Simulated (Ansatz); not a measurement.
# KEu3, space group Pm-3m: a breakdown of dispersion, smearing and cutoff terms

Program: Ansatz 0.2.0 through its Python package.

`terms_keu3.py`
```python
'''Dispersion, smearing and cutoff parts of the energy of KEu3.'''

import ansatz as az
from pymatgen.core import Lattice, Structure
from pymatgen.io.ase import AseAtomsAdaptor

KMESH = (4, 4, 4)
SMEARING = 'Fermi-Dirac'
WIDTH_EV = 0.15

pmg_structure = Structure(
    Lattice([(5.88504, 0.0, 0.0), (0.0, 5.88504, 0.0), (0.0, 0.0, 5.88504)]),
    ['K', 'Eu', 'Eu', 'Eu'],
    [
        (0.0, 0.0, 0.0),
        (0.0, 0.5, 0.5),
        (0.5, 0.0, 0.5),
        (0.5, 0.5, 0.0),
    ],
)
crystal = az.Crystal.from_ase(AseAtomsAdaptor.get_atoms(pmg_structure)).moments(Eu=7)

calculation = (
    crystal.calculation()
    .kpoints(*KMESH)
    .occupations(SMEARING, width=WIDTH_EV)
    .spin(az.SpinTreatment.COLLINEAR)
)
with_term = calculation.functional('rpbe', dispersion='d3bj').basis(420).cutoff_correction(570).run(threads=1).report
without = calculation.functional('rpbe').basis(420).run(threads=1).report
finer = calculation.functional('rpbe').basis(570).run(threads=1).report
removed = az.free_energy_without(with_term, az.EnergyTerm.DISPERSION)
print(f'dispersion term            {with_term["components"]["e_disp"]:.5f} eV')
print(f'F less dispersion          {removed:.5f} eV, run without it {without["free_energy_ev"]:.5f} eV')
print(f'F less smearing term       {az.free_energy_without(without, az.EnergyTerm.SMEARING):.5f} eV')
print(f'estimated gain to 570 eV   {with_term["cutoff_correction"]["energy_ev"]:.5f} eV, found {finer["free_energy_ev"] - without["free_energy_ev"]:.5f} eV')
```

Output of `python terms_keu3.py`:
```text
dispersion term            -4.64168 eV
F less dispersion          -27873.58825 eV, run without it -27873.58825 eV
F less smearing term       -27872.99276 eV
estimated gain to 570 eV   -0.01470 eV, found -0.01461 eV
```

Total energies depend on the potentials; only differences at equal settings carry meaning. A total without «per atom» is that of the cell as typed. Open f shells: without a Hubbard U, without spin-orbit coupling; the state reached hangs on the start and needn't be the lowest. Dispersion corrections can be off by several per cent in the lattices of metals, and by several GPa in the pressure at a fixed cell. The mesh is modest for a metal, so energies can be off by several to tens of meV an atom and pressures by half a GPa or more; differences at equal mesh fare better. A Fermi-Dirac width this large means warm electrons, whose thermal share enters the free energy. The structure comes from a database of computed cells and needn't be a stable or known phase. Finished in 57 s on 1 thread of Arm Neoverse V2, with other jobs on the host, peak memory 0.79 GiB.

(Lines on the test bed's own set-up are left out of the output.)
